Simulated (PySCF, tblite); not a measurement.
# C4H8OS2+ (doublet): geometry, infrared bands and EPR parameters

Wanted: the infrared bands and EPR parameters of C4H8OS2+ (doublet) (`C=C[S+]C[S@@](C)=O`), by calculation.

Programs: tblite 0.8.0 and PySCF 2.14.0, with density-fitted response routines of our own. Each step states its level of theory. These are calculated values for one molecule in the gas phase, unless marked as measured. Atoms count from 0, in the outputs and in this text.

## (1) The starting structure

15 atoms, charge 1, multiplicity 2; geometry from: force field or distance geometry start.

Bonds of the start (Å): C0–C1 1.32, C1–S2 1.81, S2–C3 1.81, C3–S4 1.76, S4–C5 1.77, S4–O6 1.51, C0–H7 1.10, C0–H8 1.09, C1–H9 1.10, C3–H10 1.13, C3–H11 1.11, C5–H12 1.12, C5–H13 1.10, C5–H14 1.11.

## (2) Geometry optimisation with GFN2-xTB

Job settings and geometry (Å):

```
{"job": {"kind": "relax", "xc": "GFN2-xTB", "basis": "xTB"}, "charge": 1, "multiplicity": 2}
C     -3.103000    -0.150300    -0.189600
C     -2.254500    -1.000400    -0.744300
S     -0.542500    -0.451300    -0.988900
C      0.009600     0.419800     0.499200
S      1.665500     1.017500     0.412400
C      2.920100    -0.192500     0.127500
O      1.834300     2.317000    -0.344500
H     -2.730000     0.845200     0.073400
H     -4.143400    -0.440500    -0.011900
H     -2.558000    -2.018600    -1.016200
H     -0.037600    -0.287800     1.381800
H     -0.699100     1.262200     0.657300
H      3.525100    -0.290100     1.060900
H      2.524200    -1.173400    -0.176100
H      3.584900     0.151200    -0.691000
```

On the command line:

```console
> OMP_NUM_THREADS=1 python probes_run.py task.json out
```

One launch serves the whole session: the jobs run in the order shown.

**Question.** This job is followed by: GFN2-xTB harmonic vibrations, gas phase; UKS B3LYP, pcH-1 on C H O S, non-relativistic, mean-field spin-orbit, GIAO. Predict these results of the whole session: strongest single infrared mode (GFN2-xTB); zero-point energy (GFN2-xTB); g(iso) (B3LYP); ⟨S²⟩; largest a(iso) (averaged by class).

As calculated:

| quantity | value |
| --- | --- |
| strongest single infrared mode (GFN2-xTB) | 1048 cm⁻¹, 128 km/mol |
| zero-point energy (GFN2-xTB) | 69.0 kcal/mol |
| g(iso) (B3LYP) | 2.00517 |
| ⟨S²⟩ | 0.755 (exact 0.75) |
| largest a(iso) (averaged by class) | 17O on O6, -62.6 MHz |

What this shows: The optimisation took 151 steps and gained 1.704 eV; among the close pairs (by a distance rule), C3–S4 changed most, from 1.763 to 1.915 Å. All 39 modes are real, so the xTB geometry is a minimum. The strongest single mode, at 1048 cm⁻¹, moves mainly O6 and S4. GFN2-xTB is a fitted tight-binding method: band positions and strengths are rough. Its intensities can rank the bands wrongly. The largest spin populations lie on S2 (0.31 e), O6 (0.24 e), C0 (0.24 e). The isotropic g lies 2.8 ppt above the free-electron value.
